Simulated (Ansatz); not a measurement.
# CH6GeOS: small, medium and large basis sets

One table from this session's results is given with a row withheld; the runs are named, their logs left out.

Computed with Ansatz 0.2.0, Gaussian basis. Level: one geometry, several basis sets.

The runs, in order: PBE0-D4/def2-SVP; ωB97M-V/def2-SVP; PBE0-D4/def2-QZVPP; ωB97M-V/def2-QZVPP; the functionals' def2-TZVPP values are taken from earlier runs.

## The relaxed structure

An earlier PBE0-D4 in a triple-zeta def2 set relaxation fixed the geometry.

10 atoms, charge 0, spin multiplicity 1.

Atoms are counted from 1 here; the program's logs count them from 0.

Bond lengths: C1–O2 1.408 Å, C1–H5 1.098 Å, C1–H6 1.099 Å, C1–H7 1.092 Å, O2–Ge3 1.779 Å, Ge3–S4 2.202 Å, Ge3–H8 1.541 Å, Ge3–H9 1.538 Å, S4–H10 1.343 Å. Angles: O2–C1–H5 112.2°, O2–C1–H6 112.3°, O2–C1–H7 107.9°, H5–C1–H6 108.2°, H5–C1–H7 108.0°, H6–C1–H7 108.0°, C1–O2–Ge3 117.6°, O2–Ge3–S4 107.3°, O2–Ge3–H8 107.5°, O2–Ge3–H9 110.3°, S4–Ge3–H8 112.2°, S4–Ge3–H9 107.1°, H8–Ge3–H9 112.4°, Ge3–S4–H10 93.9°.

Coordinates:

```xyz
10
CH6GeOS
C     0.4380    1.5613    0.4986
O     0.7706    0.2131    0.2670
Ge   -0.4031   -0.7828   -0.6240
S     0.3277   -2.8591   -0.5703
H     0.3947    2.1430   -0.4317
H    -0.5245    1.6708    1.0171
H     1.2144    1.9950    1.1328
H    -1.7687   -0.6267    0.0733
H    -0.4485   -0.3581   -2.1017
H     0.0825   -3.0075    0.7419
```

The first run:

in.yaml reads:

```yaml
crystal:
  periodic: [false, false, false]
  atoms:
    - {symbol: C, position_ang: [0.437999, 1.561279, 0.498633]}
    - {symbol: O, position_ang: [0.770571, 0.213056, 0.266961]}
    - {symbol: Ge, position_ang: [-0.403094, -0.782832, -0.624021]}
    - {symbol: S, position_ang: [0.327669, -2.859060, -0.570282]}
    - {symbol: H, position_ang: [0.394710, 2.143035, -0.431728]}
    - {symbol: H, position_ang: [-0.524539, 1.670760, 1.017097]}
    - {symbol: H, position_ang: [1.214449, 1.994954, 1.132809]}
    - {symbol: H, position_ang: [-1.768663, -0.626699, 0.073273]}
    - {symbol: H, position_ang: [-0.448543, -0.358073, -2.101686]}
    - {symbol: H, position_ang: [0.082541, -3.007518, 0.741945]}
basis:
  gaussian: {orbitals: def2-SVP}
hamiltonian: {xc: pbe0, dispersion: d4}
output: {orbitals: {seedname: orbitals}}
```

Among the steps run: PBE0-D4 in def2-SVP; ωB97M-V in def2-SVP; PBE0-D4 in def2-QZVPP; ωB97M-V in def2-QZVPP.

One of the session's tables, all rows but one given; the rest of the session is left out.

It belongs to the step «Functionals by basis». 

```
functional       basis  HOMO (eV)  LUMO (eV)
   PBE0-D4    def2-SVP      -7.45       0.61
   PBE0-D4  def2-TZVPP      -7.59       0.15
   PBE0-D4  def2-QZVPP          ?          ?
   ωB97M-V    def2-SVP      -9.64       2.52
   ωB97M-V  def2-TZVPP      -9.80       1.98
   ωB97M-V  def2-QZVPP      -9.84       1.51
```

Q: Estimate the row for PBE0-D4, def2-QZVPP from the others.

As computed: HOMO (eV): -7.61; LUMO (eV): -0.05. In the column «HOMO (eV)» it lies between ωB97M-V, def2-SVP (-9.64) and PBE0-D4, def2-TZVPP (-7.59).
